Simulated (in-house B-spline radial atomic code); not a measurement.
# Ho⁵⁺: binding energies from hole states

How tightly is each shell of Ho⁵⁺ bound, and how much do the other electrons relax when one leaves?

The numbers are computed with in-house B-spline radial atomic code version 1 (Dirac-Hartree-Fock, average of configuration, Fermi nucleus, basis-set limit), except any that are marked as measured or tabulated.

**1. The system**

- element: holmium (Z = 67)
- charge: +5
- electrons: 62
- configuration: [Kr] 4d10 4f9 5s2 5p5
- Hamiltonian: Dirac-Coulomb
- nucleus: Fermi, rms radius 5.202 fm

Outer shells as boxes (Hund's rule):

[Kr] 4d10 4f9 5s2 5p5
```
[Kr] core
4d [↑↓][↑↓][↑↓][↑↓][↑↓]
4f [↑↓][↑↓][↑ ][↑ ][↑ ][↑ ][↑ ]
5s [↑↓]
5p [↑↓][↑↓][↑ ]
```

The boxes draw the filling by Hund's rule, which heavy ions in jj coupling don't follow; these runs average over all states of the configuration.

Settings, as recorded:

```ini
Z = 67
electrons = 62.0
configuration = [Kr] 4d10 4f9 5s2 5p5
hamiltonian = dirac
method = hf
spin_polarised = False
nucleus = fermi
rms_radius = 5.2022
mass_number = 165
atomic_mass = 164.930329116
speed_of_light = 137.035999084
```

From the earlier run of the reference: total energy -12615.704546 hartree. Levels, eight at most:

```
orbital  occupation  energy (eV)  <r> (bohr)
  4p3/2           4      -402.12      0.5572
  4d3/2           4      -260.99      0.5865
  4d5/2           6      -253.26      0.5970
  5s1/2           2      -124.07       1.226
  5p1/2     1.66667      -97.324       1.332
  5p3/2     3.33333      -90.769       1.405
  4f5/2     3.85714      -86.390      0.7155
  4f7/2     5.14286      -85.252      0.7235
```

**2. The 1s hole**

Settings, as recorded:

```ini
Z = 67
electrons = 61.0
configuration = 1s1 2s2 2p6 3s2 3p6 3d10 4s2 4p6 4d10 4f9 5s2 5p5
hamiltonian = dirac
method = hf
spin_polarised = False
nucleus = fermi
rms_radius = 5.2022
mass_number = 165
atomic_mass = 164.930329116
speed_of_light = 137.035999084
```

**3. The 2s hole**

Settings: those of step 2 with these lines changed.

```diff
@@ -2,3 +2,3 @@
 electrons = 61.0
-configuration = 1s1 2s2 2p6 3s2 3p6 3d10 4s2 4p6 4d10 4f9 5s2 5p5
+configuration = 1s2 2s1 2p6 3s2 3p6 3d10 4s2 4p6 4d10 4f9 5s2 5p5
 hamiltonian = dirac
```

**4. The 2p1/2 hole**

In configurations, a minus sign after the shell means j = l − 1/2 and a plus sign j = l + 1/2; the count of electrons follows.

Settings: those of step 3 with these lines changed.

```diff
@@ -2,3 +2,3 @@
 electrons = 61.0
-configuration = 1s2 2s1 2p6 3s2 3p6 3d10 4s2 4p6 4d10 4f9 5s2 5p5
+configuration = 1s2 2s2 2p-1 2p+4 3s2 3p6 3d10 4s2 4p6 4d10 4f9 5s2 5p5
 hamiltonian = dirac
```

**5. The 2p3/2 hole**

Settings: those of step 4 with these lines changed.

```diff
@@ -2,3 +2,3 @@
 electrons = 61.0
-configuration = 1s2 2s2 2p-1 2p+4 3s2 3p6 3d10 4s2 4p6 4d10 4f9 5s2 5p5
+configuration = 1s2 2s2 2p-2 2p+3 3s2 3p6 3d10 4s2 4p6 4d10 4f9 5s2 5p5
 hamiltonian = dirac
```

**6. The 3s hole**

Settings: those of step 5 with these lines changed.

```diff
@@ -2,3 +2,3 @@
 electrons = 61.0
-configuration = 1s2 2s2 2p-2 2p+3 3s2 3p6 3d10 4s2 4p6 4d10 4f9 5s2 5p5
+configuration = 1s2 2s2 2p6 3s1 3p6 3d10 4s2 4p6 4d10 4f9 5s2 5p5
 hamiltonian = dirac
```

**7. The 3p1/2 hole**

Settings: those of step 6 with these lines changed.

```diff
@@ -2,3 +2,3 @@
 electrons = 61.0
-configuration = 1s2 2s2 2p6 3s1 3p6 3d10 4s2 4p6 4d10 4f9 5s2 5p5
+configuration = 1s2 2s2 2p6 3s2 3p-1 3p+4 3d10 4s2 4p6 4d10 4f9 5s2 5p5
 hamiltonian = dirac
```

What does each hole state cost in eV, and how does that compare with the orbital energies or single holes?

As calculated:

| hole | ΔSCF (eV) | with Breit, QED, recoil (eV) | −ε of the parent (eV) | −ε less ΔSCF (eV) |
| --- | --- | --- | --- | --- |
| 1s | 55945.6 | 55694.6 | 56024.2 | 78.55 |
| 2s | 9511.01 | 9481.41 | 9555.73 | 44.72 |
| 2p1/2 | 9027.48 | 8998.56 | 9076.36 | 48.88 |
| 2p3/2 | 8170.87 | 8151.56 | 8217.37 | 46.50 |
| 3s | 2223.17 | 2217.44 | 2246.37 | 23.20 |
| 3p1/2 | 2012.82 | 2007.59 | 2036.84 | 24.02 |

Relaxation of the remaining electrons brings each binding energy under −ε, by 78.5 eV for 1s and 24.02 eV for 3p1/2. The spin-orbit splitting of the 2p hole is 846.99 eV with those corrections. Two partly filled shells share a symmetry and can mix in the average, which may lower the energy, in these hole states: 2p1/2; 2p3/2; 3p1/2. Values are for the free ion, measured from the vacuum level.
